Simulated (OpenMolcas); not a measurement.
**Ti³⁺ among point charges: CASSCF and CASPT2 levels and susceptibility**

How does a field of 3 point charges split the states of Ti³⁺, and what χT follows?

The numbers are computed with OpenMolcas 26.06 (state-averaged CASSCF and CASPT2, spin-orbit coupling by RASSI with atomic mean-field integrals), except any that are marked as measured or tabulated.

## (1) The atom as given

| Item | Value |
| --- | --- |
| Species | Ti³⁺ (titanium, Z = 22, 19 electrons) |
| Basis | ANO-RCC-VDZP [5s4p2d1f], 34 functions |
| Scalar Hamiltonian | DKH2, point nucleus |
| Inactive shells | 1s 2s 2p 3s 3p |
| Active space | 1 electron in 5 orbitals (3d) |
| Some configurations of this space | 3d |
| Orbitals | optimised for each spin and parity, averaged over all roots |

Outer shells as boxes (Hund's rule):

3d
```
3d [↑ ][  ][  ][  ][  ]
```

The ion sits among 3 point charges of -2.5 e arranged as a planar triangle (D3h), 2.17 Å from the ion.

The work runs as a chain of OpenMolcas steps in one folder; each step below is one input file. Labels, J, g values, rates, χT and fits are worked out afterwards by a script from the matrices that RASSI stores.

## (2) Basis and integrals

The input, a.inp:

```
&GATEWAY
Coord
1

Ti 0.0 0.0 0.0
Basis=ANO-RCC-VDZP
Group=NoSym
NoMove
AngMom=0.0 0.0 0.0
AMFI
XField
3 Angstrom 0
2.170000 0.000000 0.000000 -2.500000
-1.085000 1.879275 0.000000 -2.500000
-1.085000 -1.879275 0.000000 -2.500000
&SEWARD
```

Run with:

```
OMP_NUM_THREADS=1 MOLCAS_MEM=1689 MOLCAS_PROJECT=a pymolcas a.inp > a.log
```

Output:

```text
Basis set label: TI.ANO-RCC...5S4P2D1F.

      Electronic valence basis set:
      ------------------
      Associated Effective Charge  22.000000 au
      Associated Actual Charge     22.000000 au
      Nuclear Model: Point charge

      Shell  nPrim  nBasis  Cartesian Spherical Contaminant
         s      21       5        X
         p      15       4        X
         d      10       2                 X
         f       6       1                 X
                  Relativistic Douglas-Kroll-Hess integrals:
                    - DKH order of Hamiltonian: 2
                    - DKH order of Properties : 0
                  Atomic mean-field integrals
```

## (3) CASSCF: doublets, 5 roots

The input, a.inp:

```
&RASSCF
FileOrb=start.orb
Symmetry=1
Spin=2
nActEl=1 0 0
Inactive=9
Ras2=5
CIRoot=5 5 1
SDav=5
CIMx=300
Iter=120 100
PrWF=0.3
OrbListing=Nothing
MaxOrb=0
>>> COPY $Project.JobIph JOB001
```

start.orb holds the contracted functions of the basis, ordered by shell, or the orbitals of the step before.

Output, cut to the lines that bear on the results:

```text
[...]
      Number of active orbitals                  5
[...]
      Spin quantum number                      0.5
[...]
      Active orbitals                            5
[...]
      Number of CSFs                             5
      Number of root(s) required                 5
[...]
      Convergence after  9 iterations
[...]
      Natural orbitals and occupation numbers for root  1
      sym 1:   0.000000  -0.000000   1.000000   0.000000   0.000000
      Natural orbitals and occupation numbers for root  2
      sym 1:   0.000000  -0.000000   0.000000   1.000000  -0.000000
      Natural orbitals and occupation numbers for root  3
      sym 1:   0.000000   1.000000   0.000000  -0.000000   0.000000
::    RASSCF root number  1 Total energy:   -856.60506887
::    RASSCF root number  2 Total energy:   -856.58998968
::    RASSCF root number  3 Total energy:   -856.58998967
::    RASSCF root number  4 Total energy:   -856.54560891
::    RASSCF root number  5 Total energy:   -856.54560891
```

## (4) RASSI: spin-orbit coupling between the states

The input, a.inp:

```
&RASSI
NrOfJobIphs=1 5
1 2 3 4 5
IphNames
JOB001
EJob
SpinOrbit
DIPRint=1.0
SOCoupling=1000.0
Subsets=2
Property=9
'ANGMOM' 1 'ANGMOM' 2 'ANGMOM' 3 'MLTPL  1' 1 'MLTPL  1' 2 'MLTPL  1' 3
'AMFI' 1 'AMFI' 2 'AMFI' 3
SOProperty=3
'ANGMOM' 1 'ANGMOM' 2 'ANGMOM' 3
```

Output, cut to the lines that bear on the results:

```text
SPIN-FREE ENERGIES:
  (Shifted by EMIN (a.u.) =       -856.6050688722)
 SF State       Relative EMIN(au)   Rel lowest level(eV)    D:o, cm**(-1)      L_eff
     1             0.0000000000        0.0000000000              0.0000         2.0
     2             0.0150791972        0.4103258588           3309.5012         2.0
     3             0.0150791978        0.4103258752           3309.5014         2.0
     4             0.0594599605        1.6179879515          13049.9529         2.0
     5             0.0594599619        1.6179879889          13049.9532         2.0
     Dipole printing threshold changed to   1.00000000E+00
[...]
Eigenvalues of complex Hamiltonian:
   -----------------------------------
  (Shifted by EMIN (a.u.) =       -856.6050688722)
 SO State       Relative EMIN(au)   Rel lowest level(eV)    D:o, cm**(-1)     J-value
     1            -0.0000422949        0.0000000000              0.0000         2.0
     2            -0.0000422949        0.0000000000              0.0000         2.0
     3             0.0147878016        0.4035474850           3254.8300         1.9
     4             0.0147878016        0.4035474850           3254.8300         1.9
     5             0.0154020138        0.4202610502           3389.6340         1.9
     6             0.0154020138        0.4202610502           3389.6340         1.9
     7             0.0587736450        1.6004632596          12908.6067         1.2
     8             0.0587736450        1.6004632596          12908.6067         1.2
     9             0.0601571519        1.6381103983          13212.2514         1.2
    10             0.0601571519        1.6381103983          13212.2514         1.2
Weights of the five most important spin-orbit-free states for each spin-orbit state.
[...]
```

These steps took 1.3 s in all on 1 thread, shared host.

Spin-free states, with their symmetry labels:

```
state  degeneracy  E (cm-1)  free-ion L (%)
  2A1           1         0         D (100)
   2E           2      3310         D (100)
   2E           2     13050         D (100)
```

With spin-orbit coupling:

```csv
E (cm-1),Degeneracy,Label,2S+1,g
0.0,2,E1/2,2,1.74 1.74 2.00
3255,2,E1/2,2,0.00 0.26 0.26
3390,2,E3/2,2,0.00 0.00 4.00
12909,2,E3/2,2,0.00 0.00 1.98
13212,2,E1/2,2,0.00 0.00 5.98
```

Labels of spin-orbit levels are those of the rotation subgroup (D3 for D3h). Principal g values are given for doublets only; a zero marks a field direction without first-order Zeeman splitting.

Powder χT (cm³ K/mol): 0.31 at 2 K, 0.32 at 5 K, 0.32 at 10 K, 0.32 at 20 K, 0.33 at 50 K, 0.34 at 100 K, 0.36 at 150 K, 0.37 at 200 K, 0.39 at 250 K, 0.40 at 300 K.

Orbitals of the lowest block (energies include the constant potential of the surroundings):

```
shell     space  energy (hartree)  mean occupation  ⟨r²⟩ (bohr²)
   1s  inactive         -183.8129            2.000       0.00647
   2s  inactive          -21.0934            2.000         0.123
   2p  inactive          -17.2612            6.000         0.102
   3s  inactive           -2.2825            2.000          1.14
   3p  inactive           -1.1599            6.000          1.32
   3d      RAS2                              1.000          2.08
```

## (5) CASPT2: IPEA 0.25, imaginary shift 0.1 (closed shells correlated: 3s 3p)

The input, a.inp:

```
>>> COPY JOB001 $Project.JobIph
&CASPT2
Multistate=5 1 2 3 4 5
NoMult
Frozen=5
IPEA=0.25
Imaginary=0.1
MaxIter=60
WThr=0.0 0.3 0.05
PrWF=0.5
NoMix
```

Output:

```text
Orbital specifications:
      -----------------------

      Symmetry species                           1
                                                 a
      Frozen orbitals                            5
      Inactive orbitals                          4
      Active orbitals                            5
      Secondary orbitals                        20
      Deleted orbitals                           0
      Number of basis functions                 34
Type of calculation                        SS-CASPT2
      Fock operator                              state-specific
      IPEA shift                                 0.25
      Real shift                                 0.00
      Imaginary shift                            0.10
      The input orbitals will be transformed to quasi-canonical
Reference energy:        -856.6050688722
      E2 (Non-variational):      -0.2098329642
      Shift correction:          -0.0000875898
      E2 (Variational):          -0.2099205541
      Total energy:            -856.8149894263
      Residual norm:              0.0000008526
      Reference weight:           0.96039
      Contributions to the CASPT2 correlation energy
      Active & Virtual Only:          0.0000000025
      One Inactive Excited:          -0.0401290647
      Two Inactive Excited:          -0.1697039021
Reference energy:        -856.5899896750
      E2 (Non-variational):      -0.2085718262
      Shift correction:          -0.0000862830
      E2 (Variational):          -0.2086581093
      Total energy:            -856.7986477843
      Residual norm:              0.0000000561
      Reference weight:           0.96079
      Contributions to the CASPT2 correlation energy
      Active & Virtual Only:         -0.0000000005
      One Inactive Excited:          -0.0398723744
      Two Inactive Excited:          -0.1686994513
::    CASPT2 Root  1     Total energy:   -856.81498943
::    CASPT2 Root  2     Total energy:   -856.79864778
::    CASPT2 Root  3     Total energy:   -856.79864766
::    CASPT2 Root  4     Total energy:   -856.75434165
::    CASPT2 Root  5     Total energy:   -856.75380696
```

Time for this run: 0.47 s (1 thread, shared host).

SS-CASPT2: lowest energy less the reference's lowest, -0.2099 hartree; reference weights 0.960 to 0.961.

Spin-free states, with their symmetry labels:

```
state  degeneracy  E (cm-1)  free-ion L (%)
  2A1           1         0         D (100)
   2E           2      3587         D (100)
   2E           2     13369         D (100)
```

With spin-orbit coupling:

```
E (cm-1)  Degeneracy  Label  2S+1               g
       0           2   E1/2     2  1.76 1.76 2.00
    3530           2   E1/2     2  0.00 0.24 0.24
    3670           2   E3/2     2  0.00 0.00 4.00
   13230           2   E3/2     2  0.00 0.00 1.98
   13530           2   E1/2     2  0.00 0.00 5.98
```

Powder χT (cm³ K/mol): 0.32 at 2 K, 0.32 at 5 K, 0.32 at 10 K, 0.32 at 20 K, 0.33 at 50 K, 0.35 at 100 K, 0.36 at 150 K, 0.37 at 200 K, 0.39 at 250 K, 0.40 at 300 K.

## (6) The methods side by side

A. CASSCF
B. SS-CASPT2, IPEA 0.25, imaginary shift 0.1 (closed shells correlated: 3s 3p)

```
method  ground state  first state of that spin (cm-1)  first gap with spin-orbit (cm-1)  χT at 300 K
     A           2A1                          2E 3310                            3254.8         0.40
     B           2A1                          2E 3587                            3530.5         0.40
```

## (7) What came out

| quantity | value |
| --- | --- |
| method | SS-CASPT2, IPEA 0.25, imaginary shift 0.1 (closed shells correlated: 3s 3p) |
| spin-free ground state | 2A1, 1-fold in its orbital part |
| first state of the same spin within the active space | 2E at 3590 cm⁻¹ |
| lowest level | 2-fold E1/2, g = 1.76, 1.76, 2.00 |
| next level | 3530.5 cm⁻¹ |
| χT at 300 K | 0.40 cm³ K/mol |
| effective moment at 300 K | 1.79 μB |

Cost by method:

```
                                              method  time of its own steps  time with the reference
                                           A. CASSCF                  1.3 s                    1.3 s
B. SS-CASPT2, IPEA 0.25, imaginary shift 0.1, +3s 3p                 0.47 s                    1.7 s
```

Times are of one thread on a shared host.

In words: The spin-free ground state (2A1) comes to 100 % from free-ion D terms and keeps the highest spin of the shell. χT at 300 K is 0.40, against 0.38 cm³ K/mol for the spin alone; near agreement at one temperature doesn't show that the orbital moment is quenched. CASPT2 does not keep the components of a term degenerate, and the means are used. The field of point charges can differ much from that of real complexes. This is an electrostatic model: the charges have no orbitals.
